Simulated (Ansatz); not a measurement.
# Si₂H₄O₂: taking an electron away

An exercise on one series of results from a longer session: the logs are not shown, and one member is left open.

The runs use Ansatz 0.2.0, Gaussian basis; unrestricted cation, the program's frozen cores in correlated methods.

Plan: UKS PBE-D4/def2-TZVPP; UKS r2SCAN-D4/def2-TZVPP; UKS PBE0-D4/def2-TZVPP; UKS B3LYP-D4/def2-TZVPP; UKS wB97X-V/def2-TZVPP; UKS wB97M-V/def2-TZVPP; UKS B2PLYP/def2-TZVPP; UHF-CCSD(T)/def2-TZVPP; UHF-CCSD(T)/def2-QZVPP; extrapolation to the limit; then −ε(HOMO) from the neutral's earlier runs with LDA (SPW92), PBE-D4, revPBE-D4, BLYP-D4, r2SCAN-D4, B97M-V, PBE0-D4, B3LYP-D4, r2SCANh-D4, r2SCAN0-D4, HSE06-D4, BHLYP-D4, CAM-B3LYP-D4, LC-ωPBE, ωB97X-V, ωB97M-V.

**The geometry**

An earlier PBE0-D4 in a triple-zeta def2 set relaxation fixed the geometry.

SMILES `O[Si]O[SiH3]`, 8 atoms, charge 0, spin multiplicity 1.

Atoms are counted from 1 here; the program's logs count them from 0.

Bond lengths: O1–Si2 1.643 Å, O1–H5 0.963 Å, Si2–O3 1.656 Å, O3–Si4 1.646 Å, Si4–H6 1.484 Å, Si4–H7 1.486 Å, Si4–H8 1.484 Å. Angles: Si2–O1–H5 118.3°, O1–Si2–O3 101.2°, Si2–O3–Si4 142.0°, O3–Si4–H6 108.8°, O3–Si4–H7 110.6°, O3–Si4–H8 108.8°, H6–Si4–H7 109.5°, H6–Si4–H8 109.6°, H7–Si4–H8 109.5°.

The first run:

in.yaml reads:

```yaml
crystal:
  periodic: [false, false, false]
  atoms:
    - {symbol: O, position_ang: [-0.524208, 1.960982, -1.900366]}
    - {symbol: Si, position_ang: [0.432002, 1.696693, -0.590922]}
    - {symbol: O, position_ang: [-0.023650, 0.163109, -0.163381]}
    - {symbol: Si, position_ang: [0.271526, -1.016059, 0.946831]}
    - {symbol: H, position_ang: [-1.126089, 1.261007, -2.175227]}
    - {symbol: H, position_ang: [-0.985353, -1.311216, 1.677753]}
    - {symbol: H, position_ang: [1.314132, -0.576529, 1.910447]}
    - {symbol: H, position_ang: [0.733740, -2.235187, 0.238965]}
basis:
  gaussian: {orbitals: def2-TZVPP}
total_charge: 1
magnetization: {spin_polarized: true, initial_magnetization: 1}
hamiltonian: {xc: pbe, dispersion: d4}
```

On the command line:

```bash
> ansatz run in.yaml --threads 2 --pin off --events-out ev --progress --plain --max-ram 22528MiB --backend cpu
```

Steps of the session up to this table: Cation, UKS PBE-D4/def2-TZVPP; Cation, UKS r2SCAN-D4/def2-TZVPP; Cation, UKS PBE0-D4/def2-TZVPP; Cation, UKS B3LYP-D4/def2-TZVPP; Cation, UKS wB97X-V/def2-TZVPP; Cation, UKS wB97M-V/def2-TZVPP; Cation, UKS B2PLYP (frozen core)/def2-TZVPP; Cation, UHF-CCSD(T)/def2-TZVPP; Cation, UHF-CCSD(T)/def2-QZVPP.

One of the session's tables, all rows but one given; the rest of the session is left out.

It belongs to the step «Ionisation energies side by side». Orbital estimates, from the neutral's runs:

| functional | −ε(HOMO) (eV) |
| --- | --- |
| LDA (SPW92) | 6.19 |
| PBE-D4 | 6.08 |
| revPBE-D4 | ? |
| BLYP-D4 | 5.97 |
| r2SCAN-D4 | 6.28 |
| B97M-V | 6.40 |
| PBE0-D4 | 7.20 |
| B3LYP-D4 | 7.03 |
| r2SCANh-D4 | 6.70 |
| r2SCAN0-D4 | 7.33 |
| HSE06-D4 | 6.80 |
| BHLYP-D4 | 8.22 |
| CAM-B3LYP-D4 | 8.53 |
| LC-ωPBE | 9.82 |
| ωB97X-V | 9.50 |
| ωB97M-V | 9.37 |

**Question.** Estimate the row for revPBE-D4.

As computed: −ε(HOMO) (eV): 6.03. In the column «−ε(HOMO) (eV)» it lies between BLYP-D4 (5.97) and PBE-D4 (6.08).
